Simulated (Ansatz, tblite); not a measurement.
# SiCl3(NHEt) (C2H6Cl3NSi): a ladder of methods and basis sets

How do method and basis change the picture of SiCl3(NHEt) (C2H6Cl3NSi) (singlet)?

Method: as each input shows; program: Ansatz 0.2.0, Gaussian basis.

Levels to be run: GFN1-xTB, GFN2-xTB, PBE-D4/def2-TZVP, r2SCAN-D4/def2-TZVP, ωB97X-V/def2-TZVP, HF/def2-TZVP, LC-ωPBE/def2-TZVP, PBE-D4/def2-SVP, PBE0-D4/def2-SVP, HF/STO-3G, CCSD(T)/def2-SVP, MP2/def2-TZVP.

2 further runs of the same task are left out: 2 set aside as unsound or not needed. Runs told in other sessions of the task aren't counted.

## (1) The relaxed structure

The singlet was relaxed beforehand with r2SCAN-D4/def2-SVP.

13 atoms, charge 0, spin multiplicity 1.

Bond lengths: C1–C2 1.524 Å, C1–N6 1.461 Å, C1–H9 1.105 Å, C1–H10 1.104 Å, C2–H11 1.101 Å, C2–H12 1.102 Å, C2–H13 1.103 Å, Cl3–Si7 2.051 Å, Cl4–Si7 2.067 Å, Cl5–Si7 2.055 Å, N6–Si7 1.695 Å, N6–H8 1.017 Å. Angles: C2–C1–N6 113.7°, C2–C1–H9 110.3°, C2–C1–H10 110.2°, N6–C1–H9 108.9°, N6–C1–H10 107.7°, H9–C1–H10 105.6°, C1–C2–H11 110.8°, C1–C2–H12 110.9°, C1–C2–H13 111.0°, H11–C2–H12 108.5°, H11–C2–H13 107.9°, H12–C2–H13 107.7°, C1–N6–Si7 125.3°, C1–N6–H8 115.0°, Si7–N6–H8 117.1°, Cl3–Si7–Cl4 108.1°, Cl3–Si7–Cl5 110.7°, Cl3–Si7–N6 107.5° and more.

PBE0-D4/def2-TZVP was run before; its log isn't repeated, and its numbers join the tables.

## (2) GFN1-xTB

Tight binding, by tblite at 300 K electronic temperature and without a spin-polarisation term:

```python
tblite.interface.Calculator('GFN1-xTB', numbers, positions, charge=0, uhf=0).singlepoint()
```

Energy -694.2277 eV, HOMO -11.05 eV, LUMO -4.12 eV; 0.009 s.

## (3) GFN2-xTB

Tight binding, by tblite at 300 K electronic temperature and without a spin-polarisation term:

```python
tblite.interface.Calculator('GFN2-xTB', numbers, positions, charge=0, uhf=0).singlepoint()
```

Energy -701.7908 eV, HOMO -11.15 eV, LUMO -5.06 eV; 0.009 s.

## (4) PBE-D4/def2-TZVP

start.molden holds the orbitals of an earlier run on this state, given as this run's starting guess.

in.yaml

```yaml
crystal:
  periodic: [false, false, false]
  atoms:
    - {symbol: C, position_ang: [-0.737401, -0.381430, -0.634292]}
    - {symbol: C, position_ang: [0.250349, -1.460389, -1.061191]}
    - {symbol: Cl, position_ang: [0.227790, 1.753322, 3.157552]}
    - {symbol: Cl, position_ang: [2.381544, 1.408524, 0.637762]}
    - {symbol: Cl, position_ang: [-0.365702, 3.133931, 0.131077]}
    - {symbol: N, position_ang: [-0.516415, 0.113842, 0.722458]}
    - {symbol: Si, position_ang: [0.375412, 1.496513, 1.128046]}
    - {symbol: H, position_ang: [-0.673729, -0.569112, 1.459926]}
    - {symbol: H, position_ang: [-1.773615, -0.756416, -0.713038]}
    - {symbol: H, position_ang: [-0.680172, 0.481456, -1.319886]}
    - {symbol: H, position_ang: [1.282996, -1.079805, -1.028478]}
    - {symbol: H, position_ang: [0.037754, -1.804351, -2.086054]}
    - {symbol: H, position_ang: [0.191190, -2.336064, -0.393862]}
basis:
  gaussian: {orbitals: def2-TZVP, initial_orbitals: start.molden}
hamiltonian: {xc: pbe, dispersion: d4}
scf: {omitted_lower_state_checks: [starts]}
output: {forces: true, orbitals: {seedname: orbitals}}
```

Launch:

```
> ansatz run in.yaml --threads 4 --pin off --events-out ev --progress --plain --max-ram 4787MiB
```

The runs that follow: r2SCAN-D4/def2-TZVP; ωB97X-V/def2-TZVP; HF/def2-TZVP; LC-ωPBE/def2-TZVP; PBE-D4/def2-SVP; PBE0-D4/def2-SVP; HF/STO-3G; CCSD(T)/def2-SVP; MP2/def2-TZVP.

Q: Predict the results of all the runs planned. Wanted: gap in def2-TZVP, named functionals and Hartree-Fock, smallest and largest; correlation energy, CCSD(T)/def2-SVP; correlation energy, MP2/def2-TZVP; binding an atom, CCSD(T)/def2-SVP; PBE0 total energy, smallest basis above largest.

As calculated:

| quantity | value |
| --- | --- |
| gap in def2-TZVP, named functionals and Hartree-Fock, smallest and largest | 5.26 eV (PBE-D4), 14.39 eV (HF) |
| correlation energy, CCSD(T)/def2-SVP | -28.30 eV |
| correlation energy, MP2/def2-TZVP | -32.98 eV |
| binding an atom, CCSD(T)/def2-SVP | 3.597 eV |
| PBE0 total energy, smallest basis above largest | 19.87 eV (def2-SVP, def2-TZVP) |

In words: Orbital gaps of the named functionals and Hartree-Fock in def2-TZVP span 5.26 eV (PBE-D4) to 14.39 eV (HF); exact exchange widens it. A small miss in a minimal or small basis is a cancelling of errors, not accuracy. The functionals in def2-TZVP miss CCSD(T)/def2-SVP by +0.222 (LC-ωPBE) to +0.323 eV (PBE-D4) an atom. The yardstick is in a double-zeta basis, so levels in larger sets aren't compared like for like. The reference is CCSD(T) in one finite basis, so it carries an error of its own, often a tenth of an eV or more, and near misses can't be ranked.
